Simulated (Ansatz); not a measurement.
# BAs (F-43m): calculation of the dielectric tensor and Born charges in Python

Wanted for BAs (F-43m): a calculation of the dielectric tensor and Born charges.

Computed with Ansatz 0.2.0, driven from Python. Level of theory: DFT LDA, plane waves, PAW.

The structure is cubic, space group F-43m (No. 216). Conventional cell: a = 4.777 Å, b = 4.777 Å, c = 4.777 Å, α = 90.00°, β = 90.00°, γ = 90.00°. Around B (site symmetry -43m) lie 4 As at 2.07 Å. Around As (site symmetry -43m) lie 4 B at 2.07 Å.

Input file bas.cif:

```cif
data_BAs
_cell_length_a 3.377849
_cell_length_b 3.377849
_cell_length_c 3.377849
_cell_angle_alpha 60.00000
_cell_angle_beta 60.00000
_cell_angle_gamma 60.00000
_symmetry_space_group_name_H-M 'P 1'
_symmetry_Int_Tables_number 1
loop_
_symmetry_equiv_pos_as_xyz
'x, y, z'
loop_
_atom_site_label
_atom_site_type_symbol
_atom_site_fract_x
_atom_site_fract_y
_atom_site_fract_z
B1 B    0.000000    0.000000    0.000000
As2 As    0.250000    0.250000    0.250000
```

| quantity | value |
| --- | --- |
| free energy | -4923.5126 eV (-2461.7563 eV/atom) |
| gap on the mesh | 1.15 eV |
| electronic dielectric constant | 9.77 |
| largest mean Born charge | -0.46 e on B |

**Reading.** The mean electronic dielectric constant of 9.77 means a refractive index near 3.13 below the gap, the same along all axes. The ions' share of the static constant isn't in it. On the mesh the gap is 1.15 eV; the true edges may lie between its points. A measured gap of BAs is 1.82 eV (indirect; 300 K; “Basic Physical Properties of Cubic Boron Arsenide”, 2019, arxiv:1911.11281); the calculated 1.15 eV misses it by -37.0 %. Semilocal functionals underestimate gaps, which is the main cause of such a shortfall; excitons and temperature, left out, lower measured gaps and so can't explain it. Notes:
- The Fermi level of a run with fixed occupations marks the highest occupied state on its mesh, not mid-gap.
- Pressure is positive in compression.
- This is the electronic (clamped-ion) response; a semilocal gap that is too small tends to raise it. The typed mesh is that of the SCF; the response is solved on denser meshes that the run picks.

Q: Write a script for Ansatz's Python package that leads to these results.

The script that was run; other settings give nearby values:

bas.py

```python
"""High-frequency dielectric tensor and Born charges of BAs."""

import ansatz
from ase.io import read
import numpy as np


def main() -> None:
    atoms = read("bas.cif")
    cell = ansatz.Crystal.from_ase(atoms)

    # an insulator: whole occupations
    job = (
        cell.calculation()
        .kpoints(7)  # the mesh must be finer for metals
        .functional("lda")
        .occupations("fixed")  # whole-number filling, right only where there is a gap
        .dielectric()
    )
    result = job.run(threads=1, backend="cpu")
    response = result.dielectric
    eps = np.asarray(response.eps_inf)

    print(f"mean eps_inf {np.trace(eps) / 3:.3f}, fraction of exact exchange 1/eps = {3 / np.trace(eps):.3f}")
    print(np.array2string(eps, precision=3, suppress_small=True))
    for site, z in zip(result.lattice.sites, response.zstar_e):
        print(f"{site.symbol:2s} Z* trace/3 = {np.trace(z) / 3:+.3f} e")
    print(f"charge neutrality missed by {response.zstar_sum_residual_pre_e:.4f} e before the sum rule")


if __name__ == "__main__":
    main()
```

Started as:

```
python bas.py
```
